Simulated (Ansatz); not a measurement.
# GaHCl₂ + HF: a complex and its separated parts, part 2 of 2

Ansatz 0.2.0, Gaussian basis. The steps go on from the part before.

## Step 14: wB97X-V/def2-TZVPP

The inputs:

parta/in.yaml

```yaml
crystal:
  periodic: [false, false, false]
  atoms:
    - {symbol: Ga, position_ang: [-0.829439, 0.205018, 0.132677]}
    - {symbol: H, position_ang: [-0.834946, -1.053688, 1.028395]}
    - {symbol: Cl, position_ang: [-1.298970, 0.131344, -1.941513]}
    - {symbol: Cl, position_ang: [-0.351520, 2.137765, 0.883831]}
basis:
  gaussian: {orbitals: def2-TZVPP}
hamiltonian: {xc: {name: wB97X-V}}
```

partb/in.yaml

```yaml
crystal:
  periodic: [false, false, false]
  atoms:
    - {symbol: H, position_ang: [1.808518, -1.086872, 0.164884]}
    - {symbol: F, position_ang: [1.506357, -0.333467, -0.268172]}
basis:
  gaussian: {orbitals: def2-TZVPP}
hamiltonian: {xc: {name: wB97X-V}}
```

The same command starts each run, in its folder.

The run is started by

```sh
$ ansatz run in.yaml --threads 4 --pin off --events-out ev --progress --plain --max-ram 9574MiB
```

Output in parta, shortened:

```text
Functional definition: wB97X-V
  name "wB97X-V"
  cite "Mardirossian & Head-Gordon, Phys. Chem. Chem. Phys. 16, 9904 (2014) doi:10.1039/C3CP54374A"
  cite "Becke, J. Chem. Phys. 107, 8554 (1997) doi:10.1063/1.475007"
  cite "Vydrov & Van Voorhis, J. Chem. Phys. 133, 244103 (2010) doi:10.1063/1.3521275"
[...]
      + integral(e_c_pw_opposite_spin*poly(b97_u_opposite, cos0, cos1)) + vv10(b, c)
1082 factors; their error is unknown
183 factors; integrals over basis functions are off by at most 3.2e-5 eV
[...]
mean field -77434.78905426 eV, -2845.6760105590 hartree, gradient 4.8e-5 eV, S^2 0.000000; 0 other end points of the search recorded, 0 dependent functions left out
reference -77434.78905261 eV, -2845.6760104983 hartree; 33, 33 occupied and 113, 113 virtual orbitals, 1082 factors
Total energy: -77434.78905261 eV, -2845.6760104983 hartree
```

partb printed, shortened:

```text
[... 5 set-up lines as earlier in the session ...]
[...]
      + integral(e_c_pw_opposite_spin*poly(b97_u_opposite, cos0, cos1)) + vv10(b, c)
215 factors; their error is unknown
48 factors; integrals over basis functions are off by at most 2.2e-5 eV
[...]
mean field -2733.49560662 eV, -100.4541107136 hartree, gradient 1.0e-5 eV, S^2 0.000000; 0 other end points of the search recorded, 0 dependent functions left out
reference -2733.49560603 eV, -100.4541106918 hartree; 5, 5 occupied and 40, 40 virtual orbitals, 215 factors
Total energy: -2733.49560603 eV, -100.4541106918 hartree
```

Times: 6.5 s (parta), 1.7 s (partb) on 4 threads of AMD EPYC, shared host; peak memory 0.44 GiB.

## Step 15: wB97M-V/def2-TZVPP

The same edit goes into each in.yaml of step 14 (parta, partb):

```diff
-hamiltonian: {xc: {name: wB97X-V}}
+hamiltonian: {xc: {name: wB97M-V}}
```

One command serves all of them, each in its own folder.

The run is started by

```sh
$ ansatz run in.yaml --threads 4 --pin off --events-out ev --progress --plain --max-ram 9574MiB
```

Log of parta, shortened:

```text
Functional definition: wB97M-V
  name "wB97M-V"
  cite "Mardirossian & Head-Gordon, J. Chem. Phys. 144, 214110 (2016) doi:10.1063/1.4952647"
[... 2 set-up lines as earlier in the session ...]
  # Of w^i u^j: cxij and so on, Table III.
[...]
  gx(w, u) = 1 - cx + cx01*u + cx10*w
[...]
      + integral(e_c_pw_mod_opposite_spin*gos(b97_w_opposite, b97_u_opposite)) + vv10(b, c)
1082 factors; their error is unknown
183 factors; integrals over basis functions are off by at most 3.2e-5 eV
[...]
mean field -77439.24874185 eV, -2845.8399010549 hartree, gradient 4.7e-5 eV, S^2 0.000000; 0 other end points of the search recorded, 0 dependent functions left out
reference -77439.24878206 eV, -2845.8399025327 hartree; 33, 33 occupied and 113, 113 virtual orbitals, 1082 factors
Total energy: -77439.24878206 eV, -2845.8399025327 hartree
```

partb printed, shortened:

```text
[... 5 set-up lines as earlier in the session ...]
  # Of w^i u^j: cxij and so on, Table III.
[...]
  gx(w, u) = 1 - cx + cx01*u + cx10*w
[...]
      + integral(e_c_pw_mod_opposite_spin*gos(b97_w_opposite, b97_u_opposite)) + vv10(b, c)
215 factors; their error is unknown
48 factors; integrals over basis functions are off by at most 2.2e-5 eV
[...]
mean field -2733.67553246 eV, -100.4607228662 hartree, gradient 1.2e-5 eV, S^2 0.000000; 0 other end points of the search recorded, 0 dependent functions left out
reference -2733.67554713 eV, -100.4607234052 hartree; 5, 5 occupied and 40, 40 virtual orbitals, 215 factors
Total energy: -2733.67554713 eV, -100.4607234052 hartree
```

Times: 7 s (parta), 1.7 s (partb) on 4 threads of AMD EPYC, shared host; peak memory 0.46 GiB.

## Step 16: B2PLYP/def2-TZVPP

Each input of step 15 (parta, partb) changes in the same lines:

```diff
-hamiltonian: {xc: {name: wB97M-V}}
+hamiltonian: {xc: {name: B2PLYP}}
```

Each run has its own folder and the same command.

The run is started by

```sh
$ ansatz run in.yaml --threads 4 --pin off --events-out ev --progress --plain --max-ram 9574MiB
```

Output in parta, shortened:

```text
Functional definition: B2PLYP
  name "B2PLYP"
  cite "Grimme, J. Chem. Phys. 124, 034108 (2006) doi:10.1063/1.2148954"
[... 2 set-up lines as earlier in the session ...]
[...]
896 factors; integrals over basis functions are off by at most 1.1e-3 eV
[...]
mean field -77420.99539329 eV, -2845.1691028680 hartree, gradient 2.4e-6 eV, S^2 0.000000; 0 other end points of the search recorded, 0 dependent functions left out
19 core orbitals not correlated: weight in the atoms' cores, before any rotation towards them, 1.000 or more for the frozen orbitals, at most 0.000 for the correlated occupied ones
reference -77420.99554592 eV, -2845.1691084769 hartree; 14, 14 occupied and 113, 113 virtual orbitals, 896 factors
second order -19.85718577 eV of doubles, -0.00000000 eV of singles
Total energy: -77426.35698608 eV, -2845.3661377686 hartree
```

partb printed, shortened:

```text
[... 5 set-up lines as earlier in the session ...]
[...]
287 factors; integrals over basis functions are off by at most 1.0e-3 eV
[...]
mean field -2730.72524545 eV, -100.3523018183 hartree, gradient 1.4e-6 eV, S^2 0.000000; 0 other end points of the search recorded, 0 dependent functions left out
1 core orbitals not correlated: weight in the atoms' cores, before any rotation towards them, 1.000 or more for the frozen orbitals, at most 0.000 for the correlated occupied ones
reference -2730.72530215 eV, -100.3523039021 hartree; 4, 4 occupied and 40, 40 virtual orbitals, 287 factors
second order -8.59400915 eV of doubles, -0.00000000 eV of singles
Total energy: -2733.04568462 eV, -100.4375763850 hartree
```

Times: 4.3 s (parta), 1.5 s (partb) on 4 threads of AMD EPYC, shared host; peak memory 0.42 GiB.

## Step 17: PBE-QIDH/def2-TZVPP

Each input of step 16 (parta, partb) changes in the same lines:

```diff
-hamiltonian: {xc: {name: B2PLYP}}
+hamiltonian: {xc: {name: PBE-QIDH}}
```

Each run has its own folder and the same command.

The run is started by

```sh
$ ansatz run in.yaml --threads 4 --pin off --events-out ev --progress --plain --max-ram 9574MiB
```

Output in parta, shortened:

```text
Functional definition: PBE-QIDH
  name "PBE-QIDH"
  cite "Brémond, Sancho-García, Pérez-Jiménez & Adamo, J. Chem. Phys. 141, 031101 (2014) doi:10.1063/1.4890314"
[... 1 set-up line as earlier in the session ...]
[...]
896 factors; integrals over basis functions are off by at most 1.1e-3 eV
[...]
mean field -77408.45063843 eV, -2844.7080916298 hartree, gradient 3.5e-6 eV, S^2 0.000000; 0 other end points of the search recorded, 0 dependent functions left out
19 core orbitals not correlated: weight in the atoms' cores, before any rotation towards them, 1.000 or more for the frozen orbitals, at most 0.000 for the correlated occupied ones
reference -77408.45064934 eV, -2844.7080920310 hartree; 14, 14 occupied and 113, 113 virtual orbitals, 896 factors
second order -18.34331175 eV of doubles, -0.00000000 eV of singles
Total energy: -77414.56508659 eV, -2844.9327934554 hartree
```

partb printed, shortened:

```text
[... 4 set-up lines as earlier in the session ...]
[...]
287 factors; integrals over basis functions are off by at most 1.0e-3 eV
[...]
mean field -2728.92251251 eV, -100.2860526048 hartree, gradient 3.9e-6 eV, S^2 0.000000; 0 other end points of the search recorded, 0 dependent functions left out
1 core orbitals not correlated: weight in the atoms' cores, before any rotation towards them, 1.000 or more for the frozen orbitals, at most 0.000 for the correlated occupied ones
reference -2728.92251587 eV, -100.2860527280 hartree; 4, 4 occupied and 40, 40 virtual orbitals, 287 factors
second order -8.07151460 eV of doubles, -0.00000000 eV of singles
Total energy: -2731.61302073 eV, -100.3849269581 hartree
```

Wall times: 4.2 s (parta), 1.5 s (partb) on 4 threads of AMD EPYC, shared host; peak memory 0.42 GiB.

## Step 18: RPA on PBE/def2-TZVPP

Each input of step 17 (parta, partb) changes in the same lines:

```diff
-hamiltonian: {xc: {name: PBE-QIDH}}
+hamiltonian: {xc: pbe}
+correlation: {method: rpa}
```

Each run has its own folder and the same command.

The run is started by

```sh
$ ansatz run in.yaml --threads 4 --pin off --events-out ev --progress --plain --max-ram 9574MiB
```

Output in parta, shortened:

```text
[... 4 set-up lines as earlier in the session ...]
[...]
896 factors; integrals over basis functions are off by at most 1.1e-3 eV
[...]
mean field -77425.05681694 eV, -2845.3183574342 hartree, gradient 8.4e-6 eV, S^2 0.000000; 0 other end points of the search recorded, 0 dependent functions left out
19 core orbitals not correlated: weight in the atoms' cores, before any rotation towards them, 1.000 or more for the frozen orbitals, at most 0.000 for the correlated occupied ones
reference -77359.79072255 eV, -2842.9198727042 hartree; 14, 14 occupied and 113, 113 virtual orbitals, 896 factors
Total energy: -77385.85166079 eV, -2843.8775945199 hartree
```

Output in partb, shortened:

```text
[... 4 set-up lines as earlier in the session ...]
[...]
287 factors; integrals over basis functions are off by at most 1.0e-3 eV
[...]
mean field -2731.84356879 eV, -100.3933994429 hartree, gradient 9.2e-7 eV, S^2 0.000000; 0 other end points of the search recorded, 0 dependent functions left out
1 core orbitals not correlated: weight in the atoms' cores, before any rotation towards them, 1.000 or more for the frozen orbitals, at most 0.000 for the correlated occupied ones
reference -2722.68126275 eV, -100.0566909065 hartree; 4, 4 occupied and 40, 40 virtual orbitals, 287 factors
Total energy: -2733.63265593 eV, -100.4591471828 hartree
```

Wall times: 3.8 s (parta), 1.4 s (partb) on 4 threads of AMD EPYC, shared host; peak memory 0.42 GiB.

## Step 19: CCSD(T)/def2-TZVPP

Each input of step 18 (parta, partb) changes in the same lines:

```diff
-hamiltonian: {xc: pbe}
-correlation: {method: rpa}
+correlation: {method: ccsd_t}
```

The same command starts each run, in its folder.

The run is started by

```sh
$ ansatz run in.yaml --threads 4 --pin off --events-out ev --progress --plain --max-ram 9574MiB
```

parta printed, shortened:

```text
Functional definition: HF
  name "HF"
  cite "Fock, Z. Phys. 61, 126 (1930) doi:10.1007/BF01340294"
[... 1 set-up line as earlier in the session ...]
[...]
896 factors; integrals over basis functions are off by at most 1.1e-3 eV
[...]
mean field -77361.28034168 eV, -2842.9746151976 hartree, gradient 2.8e-6 eV, S^2 0.000000; 0 other end points of the search recorded, 0 dependent functions left out
19 core orbitals not correlated: weight in the atoms' cores, before any rotation towards them, 1.000 or more for the frozen orbitals, at most 0.000 for the correlated occupied ones
reference -77361.28034168 eV, -2842.9746151976 hartree; 14, 14 occupied and 113, 113 virtual orbitals, 896 factors
second order -16.18955232 eV of doubles, -0.00000000 eV of singles
cycle   1  -16.48414260 eV  change   -2.9e-1 eV  update   9.2e-2
[...]
cycle   8  -17.00398599 eV  change   -2.7e-5 eV  update   3.3e-5
perturbative correction -0.71850248 eV, -0.0264044790 hartree
Total energy: -77379.00283015 eV, -2843.6259046361 hartree
```

Log of partb, shortened:

```text
[... 4 set-up lines as earlier in the session ...]
[...]
287 factors; integrals over basis functions are off by at most 1.0e-3 eV
[...]
mean field -2722.91272318 eV, -100.0651969205 hartree, gradient 4.5e-6 eV, S^2 0.000000; 0 other end points of the search recorded, 0 dependent functions left out
1 core orbitals not correlated: weight in the atoms' cores, before any rotation towards them, 1.000 or more for the frozen orbitals, at most 0.000 for the correlated occupied ones
reference -2722.91272318 eV, -100.0651969205 hartree; 4, 4 occupied and 40, 40 virtual orbitals, 287 factors
second order -7.36484288 eV of doubles, -0.00000000 eV of singles
cycle   1  -7.29620683 eV  change    6.9e-2 eV  update   3.9e-2
[...]
cycle   8  -7.43088566 eV  change    1.7e-7 eV  update   3.3e-6
perturbative correction -0.17033658 eV, -0.0062597537 hartree
Total energy: -2730.51394542 eV, -100.3445366854 hartree
```

They took 12 s (parta), 1.8 s (partb) on 4 threads of AMD EPYC, shared host; peak memory 0.62 GiB.

## Step 20: Vibrations of GaHCl₂

vib-parta/in.yaml reads:

```yaml
crystal:
  periodic: [false, false, false]
  atoms:
    - {symbol: Ga, position_ang: [-0.829439, 0.205018, 0.132677]}
    - {symbol: H, position_ang: [-0.834946, -1.053688, 1.028395]}
    - {symbol: Cl, position_ang: [-1.298970, 0.131344, -1.941513]}
    - {symbol: Cl, position_ang: [-0.351520, 2.137765, 0.883831]}
basis:
  gaussian: {orbitals: def2-TZVP}
hamiltonian: {xc: pbe0, dispersion: d4}
phonons: {temperatures: {t_min: 298.15, t_max: 900, t_step: 200}}
```

The run is started by

```sh
$ ansatz run in.yaml --threads 4 --pin off --events-out ev --progress --plain --max-ram 9574MiB
```

What it wrote, shortened:

```text
[... 5 set-up lines as earlier in the session ...]
[...]
993 factors; their error is unknown
[...]
mean field -77428.19432751 eV, -2845.4336588209 hartree, gradient 1.6e-5 eV, S^2 0.000000; 0 other end points of the search recorded, 0 dependent functions left out
[...]
Atom 1 at    -0.834946    -1.053688     1.028395 Å, force    -0.000111     0.000570    -0.000368 eV/Å
Atom 2 at    -1.298970     0.131344    -1.941513 Å, force    -0.000140     0.000171    -0.000384 eV/Å
Atom 3 at    -0.351520     2.137765     0.883831 Å, force    -0.000011     0.000443    -0.000001 eV/Å
Dipole moment:    -0.001341    -0.290203     0.206538 e Å
Vibrations: 134.36 415.00 443.70 445.14 603.47 2065.09 cm⁻¹, zero-point energy 0.254586 eV
```

Wall time 64 s (4 threads of AMD EPYC, shared host); peak memory 0.42 GiB.

Wavenumbers and character of the modes:

```csv
mode,wavenumber (cm⁻¹),character
1,134,bend
2,415,Ga–Cl stretch
3,444,out-of-plane bend
4,445,Ga–Cl stretch
5,603,bend
6,2065,Ga–H stretch
```

Vibrational sums (real modes only):

```csv
T (K),entropy (J/mol/K),heat capacity (J/mol/K)
298,24.5,29.9
498,41.9,37.4
698,55.2,41.1
898,65.9,43.5
```

## Step 21: Vibrations of HF

vib-partb/in.yaml reads:

```yaml
crystal:
  periodic: [false, false, false]
  atoms:
    - {symbol: H, position_ang: [1.808518, -1.086872, 0.164884]}
    - {symbol: F, position_ang: [1.506357, -0.333467, -0.268172]}
basis:
  gaussian: {orbitals: def2-TZVP}
hamiltonian: {xc: pbe0, dispersion: d4}
phonons: {temperatures: {t_min: 298.15, t_max: 900, t_step: 200}}
```

The run is started by

```sh
$ ansatz run in.yaml --threads 4 --pin off --events-out ev --progress --plain --max-ram 9574MiB
```

What it wrote, shortened:

```text
[... 5 set-up lines as earlier in the session ...]
[...]
200 factors; their error is unknown
[...]
mean field -2731.80169996 eV, -100.3918607918 hartree, gradient 6.9e-6 eV, S^2 0.000000; 0 other end points of the search recorded, 0 dependent functions left out
[...]
reference -2731.80151499 eV, -100.3918539942 hartree; 5, 5 occupied and 32, 32 virtual orbitals, 200 factors
Total energy: -2731.80322168 eV, -100.3919167141 hartree
Atom 0 at     1.808518    -1.086872     0.164884 Å, force     0.000434    -0.001083     0.000622 eV/Å
Atom 1 at     1.506357    -0.333467    -0.268172 Å, force    -0.000434     0.001083    -0.000622 eV/Å
Dipole moment:     0.131638    -0.328226     0.188664 e Å
Vibrations: 4153.20 cm⁻¹, zero-point energy 0.257466 eV
```

It took 9 s on 4 threads of AMD EPYC, shared host; peak memory 0.42 GiB.

Wavenumbers and character of the modes:

```csv
mode,wavenumber (cm⁻¹),character
1,4153,F–H stretch
```

Vibrational sums (real modes only):

```csv
T (K),entropy (J/mol/K),heat capacity (J/mol/K)
298,0.0,0.0
498,0.0,0.0
698,0.0,0.1
898,0.1,0.5
```

## Step 22: Complex less separated parts

The complex's own energies come from single points at the same levels.

Rows are in def2-TZVPP; times add the 3 runs of a level on a shared host, so small differences are noise.

Differences are taken before rounding.

```csv
method,rung,complex less parts (kJ/mol),from CCSD(T) (kJ/mol),time
SPW92,LDA,-42.1,-14.0,4.8 s
PBE-D4,GGA,-27.4,+0.7,6.1 s
BLYP-D4,GGA,-24.1,+4.1,6.2 s
r2SCAN-D4,meta-GGA,-33.2,-5.0,13 s
B97M-V,meta-GGA,-32.5,-4.3,19 s
PBE0-D4,hybrid,-28.2,0.0,9.8 s
B3LYP-D4,hybrid,-26.4,+1.8,11 s
r2SCAN0-D4,hybrid,-32.6,-4.4,17 s
BHLYP-D4,hybrid,-30.0,-1.9,10 s
CAM-B3LYP-D4,range-separated hybrid,-30.6,-2.5,12 s
wB97X-V,range-separated hybrid,-31.2,-3.0,22 s
wB97M-V,range-separated hybrid,-32.0,-3.8,24 s
B2PLYP,double hybrid,-24.4,+3.8,17 s
PBE-QIDH,double hybrid,-28.0,+0.2,14 s
RPA on PBE,RPA,-24.5,+3.6,13 s
Hartree-Fock,wavefunction,-19.2,+9.0,
MP2,wavefunction,-28.7,-0.5,
CCSD,wavefunction,-26.9,+1.3,
CCSD(T),wavefunction,-28.2,0,2.2 min
```

Among the levels timed on like hardware and quicker than the yardstick, those that no quicker one beats, quickest first: SPW92 (4.8 s, -14.0 kJ/mol); PBE-D4 (6.1 s, +0.7 kJ/mol); PBE0-D4 (9.8 s, 0.0 kJ/mol).

For cost: PBE0-D4 gets within 0.0 kJ/mol in 9.8 s, where CCSD(T) took 2.2 min; the quickest level in the cost chart, SPW92, takes 4.8 s and misses by 14.0 kJ/mol.

The complex's zero-point energy, from a separate PBE0-D4 run, is 0.559 eV.

## Step 23: What came out

What follows sums up all 2 parts.

| quantity | value |
| --- | --- |
| complex less parts, CCSD(T)/def2-TZVPP | -28.2 kJ/mol |
| with zero-point energy | -23.7 kJ/mol |
| largest T1 diagnostic | 0.011 |

**Reading.** At CCSD(T) the complex lies 28.2 kJ/mol below its parts. PBE0-D4 is the best functional here (0.0 kJ/mol from CCSD(T)); SPW92 is the worst (-14.0 kJ/mol). Mean unsigned error by rung: LDA 14.0, GGA 2.4, meta-GGA 4.7, hybrid 2.0, range-separated hybrid 3.1, double hybrid 2.0 kJ/mol. PBE-D4 gives a relative energy 0.7 kJ/mol too high, inside chemical accuracy (1 kcal/mol, 4.2 kJ/mol). The complex's frequency run has imaginary modes: the structure is no minimum, so both the energy and the zero-point correction are in doubt. No counterpoise was applied, and triple zeta lacks some correlation, so the CCSD(T) reference has a basis error of its own, and close matches with it are partly luck.
